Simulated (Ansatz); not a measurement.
# SiAsNH6 (SMILES N[AsH][SiH3]): levels of theory compared

Wanted: a comparison of 6 runs (HF/def2-SVP, HF/6-311G**, HF/def2-TZVP, B3LYP/6-31G*, wB97X/6-311G**) of SiAsNH6. 

Program for the calculation: Ansatz 0.2.0.

5 further runs of the same task are left out: 2 for a known fault of the program, 2 that didn't finish, 1 set aside as unsound or not needed.

### Step 1. The system as given

SiAsNH6 has 9 atoms, charge 0, and is taken as a singlet. SMILES: `N[AsH][SiH3]`. Geometry: relaxed at PBE0-D4/def2-TZVP. This is one conformer, not always the lowest.

Bond lengths: N1–As2 1.864 Å, As2–Si3 2.365 Å, N1–H4 1.011 Å, N1–H5 1.011 Å, As2–H6 1.537 Å, Si3–H7 1.488 Å, Si3–H8 1.485 Å, Si3–H9 1.489 Å. Some angles: N1–As2–Si3 95.0°, N1–As2–H6 101.5°, Si3–As2–H6 91.9°, As2–N1–H4 110.5°, As2–N1–H5 114.1°, As2–Si3–H7 108.9°, As2–Si3–H8 109.3°, As2–Si3–H9 111.1°, H4–N1–H5 108.7°, H7–Si3–H8 109.3°.

### Step 2. Energy and gradient at HF/def2-SVP (run 1)

job.yaml reads:

```yaml
crystal:
  periodic: [false, false, false]
  atoms:
    - {symbol: N, position_ang: [-1.101100, 0.719000, -1.145600]}
    - {symbol: As, position_ang: [0.735100, 0.438100, -0.988900]}
    - {symbol: Si, position_ang: [0.557300, -1.064700, 0.828600]}
    - {symbol: H, position_ang: [-1.303700, 1.291400, -1.954300]}
    - {symbol: H, position_ang: [-1.525300, 1.144300, -0.332300]}
    - {symbol: H, position_ang: [1.144100, 1.592600, -0.059800]}
    - {symbol: H, position_ang: [1.889500, -1.194000, 1.477900]}
    - {symbol: H, position_ang: [0.123900, -2.393300, 0.326700]}
    - {symbol: H, position_ang: [-0.431200, -0.579700, 1.830600]}
basis:
  gaussian:
    orbitals: def2-SVP
hamiltonian:
  xc: hf
accuracy: high
output: {forces: true, orbitals: {seedname: orbitals}}
```

On the command line:

```bash
ansatz run job.yaml --threads 1 --pin off --max-ram 2610MiB --events-out events.jsonl --progress --plain --runs-dir runs
```

The program printed:

```text
Warning: RAYON_NUM_THREADS=1 ignored (pool sized by the plan → 1); use --threads N
Functional definition: HF
  name "HF"
  exchange = exact_x
  correlation = 0
2062 factors; integrals over basis functions are off by at most 4.7e-9 eV
mean field evaluation 1: about -70220.9180 eV, gradient 2.8e1 eV
mean field evaluation 2: about -70220.9761 eV, gradient 2.8e1 eV
mean field evaluation 4: about -70223.0673 eV, gradient 2.9e0 eV
mean field evaluation 8: about -70223.1081 eV, gradient 1.5e-1 eV
mean field -70223.10826788 eV, -2580.6516299122 hartree, gradient 4.2e-8 eV, S^2 0.000000; 0 other end points of the search recorded, 0 dependent functions left out
the calculation of the forces begins
reference -70223.10826788 eV, -2580.6516299122 hartree; 30, 30 occupied and 64, 64 virtual orbitals, 2062 factors
Total energy: -70223.10826788 eV, -2580.6516299122 hartree
Atom 0 at    -1.101100     0.719000    -1.145600 Å, force     0.184977     0.412477    -0.040778 eV/Å
Atom 1 at     0.735100     0.438100    -0.988900 Å, force    -0.172669     0.316140     0.241664 eV/Å
Atom 2 at     0.557300    -1.064700     0.828600 Å, force     0.016112    -0.298791     0.155188 eV/Å
Atom 3 at    -1.303700     1.291400    -1.954300 Å, force    -0.055791    -0.211531     0.279325 eV/Å
Atom 4 at    -1.525300     1.144300    -0.332300 Å, force     0.063234    -0.137316    -0.302634 eV/Å
Atom 5 at     1.144100     1.592600    -0.059800 Å, force    -0.055542    -0.143990    -0.272357 eV/Å
Atom 6 at     1.889500    -1.194000     1.477900 Å, force    -0.080297     0.000640    -0.025898 eV/Å
Atom 7 at     0.123900    -2.393300     0.326700 Å, force     0.025503     0.067056     0.051688 eV/Å
Atom 8 at    -0.431200    -0.579700     1.830600 Å, force     0.074472    -0.004685    -0.086198 eV/Å
Dipole moment:    -0.063579     0.272445     0.094383 e Å
```

Run time: 8.4 s. Hardware: 1 thread of Intel Xeon Platinum 8488C (Sapphire Rapids), shared host.

### Step 3. Energy and forces at HF/6-311G(d,p) (run 2)

input.yaml reads:

```yaml
crystal:
  periodic: [false, false, false]
  atoms:
    - symbol: N
      position_ang: [-1.101100, 0.719000, -1.145600]
    - symbol: As
      position_ang: [0.735100, 0.438100, -0.988900]
    - symbol: Si
      position_ang: [0.557300, -1.064700, 0.828600]
    - symbol: H
      position_ang: [-1.303700, 1.291400, -1.954300]
    - symbol: H
      position_ang: [-1.525300, 1.144300, -0.332300]
    - symbol: H
      position_ang: [1.144100, 1.592600, -0.059800]
    - symbol: H
      position_ang: [1.889500, -1.194000, 1.477900]
    - symbol: H
      position_ang: [0.123900, -2.393300, 0.326700]
    - symbol: H
      position_ang: [-0.431200, -0.579700, 1.830600]
basis:
  gaussian:
    orbitals: 6-311G_st__st_-spherical.json
accuracy: high
output: {forces: true, orbitals: {seedname: orbitals}}
hamiltonian:
  xc: hf
```

The basis set 6-311G** is read from a file made from the Basis Set Exchange's data (not shown).

On the command line:

```bash
ansatz run input.yaml --threads 1 --pin off --max-ram 2610MiB --events-out events.jsonl --progress --plain --runs-dir runs
```

The program printed:

```text
Warning: RAYON_NUM_THREADS=1 ignored (pool sized by the plan → 1); use --threads N
[... 4 set-up lines as earlier in the session ...]
2350 factors; integrals over basis functions are off by at most 3.9e-8 eV
mean field evaluation 1: about -70231.3515 eV, gradient 3.0e1 eV
mean field evaluation 2: about -70231.4027 eV, gradient 3.0e1 eV
mean field evaluation 4: about -70233.7598 eV, gradient 3.2e0 eV
mean field evaluation 8: about -70233.8093 eV, gradient 2.7e-1 eV
mean field -70233.80965814 eV, -2581.0448987505 hartree, gradient 4.3e-8 eV, S^2 0.000000; 0 other end points of the search recorded, 0 dependent functions left out
the calculation of the forces begins
reference -70233.80965814 eV, -2581.0448987505 hartree; 30, 30 occupied and 94, 94 virtual orbitals, 2350 factors
Total energy: -70233.80965814 eV, -2581.0448987505 hartree
Atom 0 at    -1.101100     0.719000    -1.145600 Å, force    -0.095251     0.597207    -0.068571 eV/Å
Atom 1 at     0.735100     0.438100    -0.988900 Å, force    -0.102436     0.336252     0.281865 eV/Å
Atom 2 at     0.557300    -1.064700     0.828600 Å, force     0.019445    -0.369065     0.217555 eV/Å
Atom 3 at    -1.303700     1.291400    -1.954300 Å, force     0.015282    -0.324408     0.472709 eV/Å
Atom 4 at    -1.525300     1.144300    -0.332300 Å, force     0.200586    -0.210647    -0.488757 eV/Å
Atom 5 at     1.144100     1.592600    -0.059800 Å, force    -0.060340    -0.150608    -0.289588 eV/Å
Atom 6 at     1.889500    -1.194000     1.477900 Å, force    -0.151112     0.012672    -0.062528 eV/Å
Atom 7 at     0.123900    -2.393300     0.326700 Å, force     0.050083     0.135079     0.076440 eV/Å
Atom 8 at    -0.431200    -0.579700     1.830600 Å, force     0.123742    -0.026482    -0.139125 eV/Å
Dipole moment:    -0.062930     0.262304     0.106257 e Å
```

Run time: 9 s. Hardware: 1 thread of Intel Xeon Platinum 8488C (Sapphire Rapids), shared host; peak memory 0.43 GiB.

### Step 4. Energy and gradient at HF/def2-TZVP (run 3)

molecule.yaml reads:

```yaml
crystal:
  periodic: [false, false, false]
  atoms:
    - {symbol: "N", position_ang: [-1.101100, 0.719000, -1.145600]}
    - {symbol: As, position_ang: [0.735100, 0.438100, -0.988900]}
    - {symbol: Si, position_ang: [0.557300, -1.064700, 0.828600]}
    - {symbol: H, position_ang: [-1.303700, 1.291400, -1.954300]}
    - {symbol: H, position_ang: [-1.525300, 1.144300, -0.332300]}
    - {symbol: H, position_ang: [1.144100, 1.592600, -0.059800]}
    - {symbol: H, position_ang: [1.889500, -1.194000, 1.477900]}
    - {symbol: H, position_ang: [0.123900, -2.393300, 0.326700]}
    - {symbol: H, position_ang: [-0.431200, -0.579700, 1.830600]}
basis:
  gaussian:
    orbitals: def2-TZVP
hamiltonian:
  xc: hf
accuracy: high
output: {forces: true, orbitals: {seedname: orbitals}}
```

On the command line:

```bash
ansatz run molecule.yaml --threads 1 --pin off --max-ram 2610MiB --events-out events.jsonl --progress --plain --runs-dir runs
```

The program printed:

```text
Warning: RAYON_NUM_THREADS=1 ignored (pool sized by the plan → 1); use --threads N
[... 4 set-up lines as earlier in the session ...]
2740 factors; integrals over basis functions are off by at most 4.6e-9 eV
mean field evaluation 1: about -70232.6082 eV, gradient 3.2e1 eV
mean field evaluation 2: about -70232.7572 eV, gradient 3.2e1 eV
mean field evaluation 4: about -70235.3645 eV, gradient 3.4e0 eV
mean field evaluation 8: about -70235.4219 eV, gradient 2.1e-1 eV
mean field evaluation 16: about -70235.4222 eV, gradient 2.1e-8 eV
mean field -70235.42223044 eV, -2581.1041596897 hartree, gradient 3.3e-8 eV, S^2 0.000000; 0 other end points of the search recorded, 0 dependent functions left out
the calculation of the forces begins
reference -70235.42223044 eV, -2581.1041596897 hartree; 30, 30 occupied and 122, 122 virtual orbitals, 2740 factors
Total energy: -70235.42223044 eV, -2581.1041596897 hartree
Atom 0 at    -1.101100     0.719000    -1.145600 Å, force     0.016779     0.693795    -0.067363 eV/Å
Atom 1 at     0.735100     0.438100    -0.988900 Å, force    -0.247944     0.266874     0.243318 eV/Å
Atom 2 at     0.557300    -1.064700     0.828600 Å, force     0.045459    -0.353628     0.229046 eV/Å
Atom 3 at    -1.303700     1.291400    -1.954300 Å, force     0.021351    -0.361033     0.510737 eV/Å
Atom 4 at    -1.525300     1.144300    -0.332300 Å, force     0.203533    -0.257858    -0.524604 eV/Å
Atom 5 at     1.144100     1.592600    -0.059800 Å, force    -0.058146    -0.120027    -0.250583 eV/Å
Atom 6 at     1.889500    -1.194000     1.477900 Å, force    -0.178020     0.010993    -0.071560 eV/Å
Atom 7 at     0.123900    -2.393300     0.326700 Å, force     0.054624     0.165250     0.090544 eV/Å
Atom 8 at    -0.431200    -0.579700     1.830600 Å, force     0.142365    -0.044366    -0.159535 eV/Å
Dipole moment:    -0.057976     0.257744     0.095431 e Å
```

Run time: 19 s. Hardware: 1 thread of Intel Xeon Platinum 8488C (Sapphire Rapids), shared host; peak memory 0.61 GiB.

Runs 4 to 5 aren't shown in full; the table further down has their settings and results.

### Step 5. Energy and gradient at wB97X/6-311G(d,p) (run 6)

run.yaml reads:

```yaml
basis:
  gaussian: {orbitals: 6-311G_st__st_-spherical.json}
crystal:
  periodic: [false, false, false]
  atoms:
    - {symbol: N, position_ang: [-1.101100, 0.719000, -1.145600]}
    - {symbol: As, position_ang: [0.735100, 0.438100, -0.988900]}
    - {symbol: Si, position_ang: [0.557300, -1.064700, 0.828600]}
    - {symbol: H, position_ang: [-1.303700, 1.291400, -1.954300]}
    - {symbol: H, position_ang: [-1.525300, 1.144300, -0.332300]}
    - {symbol: H, position_ang: [1.144100, 1.592600, -0.059800]}
    - {symbol: H, position_ang: [1.889500, -1.194000, 1.477900]}
    - {symbol: H, position_ang: [0.123900, -2.393300, 0.326700]}
    - {symbol: H, position_ang: [-0.431200, -0.579700, 1.830600]}
total_charge: 0
hamiltonian: {xc: {name: wB97X}}
accuracy: high
output: {forces: true, orbitals: {seedname: orbitals}}
```

The basis set 6-311G** is read from a file made from the Basis Set Exchange's data (not shown).

On the command line:

```bash
ansatz run run.yaml --threads 1 --pin off --max-ram 2610MiB --events-out events.jsonl --progress --plain --runs-dir runs
```

The program printed:

```text
Warning: RAYON_NUM_THREADS=1 ignored (pool sized by the plan → 1); use --threads N
Functional definition: wB97X
  name "wB97X"
  parameter omega = 0.3/bohr
  parameter cx = 0.157706
  parameter cx1 = 0.726479
  parameter cx2 = 1.04760
  parameter cx3 = -5.70635
  parameter cx4 = 13.2794
  parameter css1 = -4.33879
  parameter css2 = 18.2308
  parameter css3 = -31.7430
  parameter css4 = 17.2901
  parameter cos1 = 2.37031
  parameter cos2 = -11.3995
  parameter cos3 = 6.58405
  parameter cos4 = -3.78132
  exchange = spin_sum(e_x_unif_sr(omega)*poly(b97_u_x, 1 - cx, cx1, cx2, cx3, cx4)) + cx*exact_x_sr(omega)
      + exact_x_lr(omega)
  correlation = spin_sum(e_c_pw_same_spin*poly(b97_u_same, 1, css1, css2, css3, css4))
      + integral(e_c_pw_opposite_spin*poly(b97_u_opposite, 1, cos1, cos2, cos3, cos4))
2350 factors; integrals over basis functions are off by at most 3.9e-8 eV
410 factors; integrals over basis functions are off by at most 2.2e-9 eV
mean field evaluation 1: about -70303.1273 eV, gradient 4.3e1 eV
mean field evaluation 2: about -70302.8365 eV, gradient 4.5e1 eV
mean field evaluation 4: about -70306.6436 eV, gradient 1.2e0 eV
mean field evaluation 8: about -70306.7185 eV, gradient 9.2e-2 eV
mean field evaluation 16: about -70306.7185 eV, gradient 1.1e-4 eV
mean field -70306.71851231 eV, -2583.7242497220 hartree, gradient 8.4e-8 eV, S^2 0.000000; 0 other end points of the search recorded, 0 dependent functions left out
the calculation of the forces begins
reference -70306.71850876 eV, -2583.7242495917 hartree; 30, 30 occupied and 94, 94 virtual orbitals, 2350 factors
Total energy: -70306.71850876 eV, -2583.7242495917 hartree
Atom 0 at    -1.101100     0.719000    -1.145600 Å, force     0.038833     0.005406    -0.002292 eV/Å
Atom 1 at     0.735100     0.438100    -0.988900 Å, force     0.054308     0.077325     0.169462 eV/Å
Atom 2 at     0.557300    -1.064700     0.828600 Å, force    -0.005091    -0.045342    -0.027687 eV/Å
Atom 3 at    -1.303700     1.291400    -1.954300 Å, force    -0.043019    -0.011618    -0.006411 eV/Å
Atom 4 at    -1.525300     1.144300    -0.332300 Å, force    -0.018135     0.020871     0.002443 eV/Å
Atom 5 at     1.144100     1.592600    -0.059800 Å, force    -0.031615    -0.077512    -0.106858 eV/Å
Atom 6 at     1.889500    -1.194000     1.477900 Å, force    -0.030447     0.002422    -0.010137 eV/Å
Atom 7 at     0.123900    -2.393300     0.326700 Å, force     0.011614     0.023098     0.015523 eV/Å
Atom 8 at    -0.431200    -0.579700     1.830600 Å, force     0.023552     0.005350    -0.034042 eV/Å
Dipole moment:    -0.074102     0.270641     0.081889 e Å
```

Wall time 48 s (1 thread of Intel Xeon Platinum 8488C (Sapphire Rapids), shared host); peak memory 0.73 GiB.

### Step 6. All runs side by side

```tsv
run	level	Cartesian functions	energy (Eh)	dipole moment (D)	HOMO energy (eV)	LUMO energy (eV)	wall time
1	HF/def2-SVP	no	-2580.651630	1.42	-9.54	3.32	8.4 s
2	HF/6-311G**	no	-2581.044899	1.39	-9.54	2.83	9 s
3	HF/def2-TZVP	no	-2581.104160	1.35	-9.54	2.73	19 s
4	B3LYP/6-31G* (spherical functions)	no	-2583.465146	1.53	-6.70	-0.24	13 s
5	B3LYP/6-31G* (Cartesian functions)	yes	-2583.474327	1.53	-6.71	-0.25	10 s
6	wB97X/6-311G**	no	-2583.724250	1.40	-9.34	1.78	48 s
```

### Step 7. Results

| quantity | value |
| --- | --- |
| run 6: total energy | -2583.72425 Eh |
| run 6: dipole moment | 1.40 D |
| run 6: HOMO energy | -9.34 eV |
| run 6: LUMO energy | 1.78 eV |
| run 6: HOMO–LUMO gap | 11.11 eV |
| run 6: largest force on an atom | 0.194 eV/Å |

**Reading.** The dipole moment (its size) runs from 1.35 D (HF/def2-TZVP) to 1.53 D (B3LYP/6-31G*). The two ends differ in method and basis. The HOMO–LUMO gap runs from 6.45 eV (B3LYP/6-31G*) to 12.87 eV (HF/def2-SVP). Totals of different functionals can't be ranked against each other. All runs together took 1.8 min, the longest 48 s.
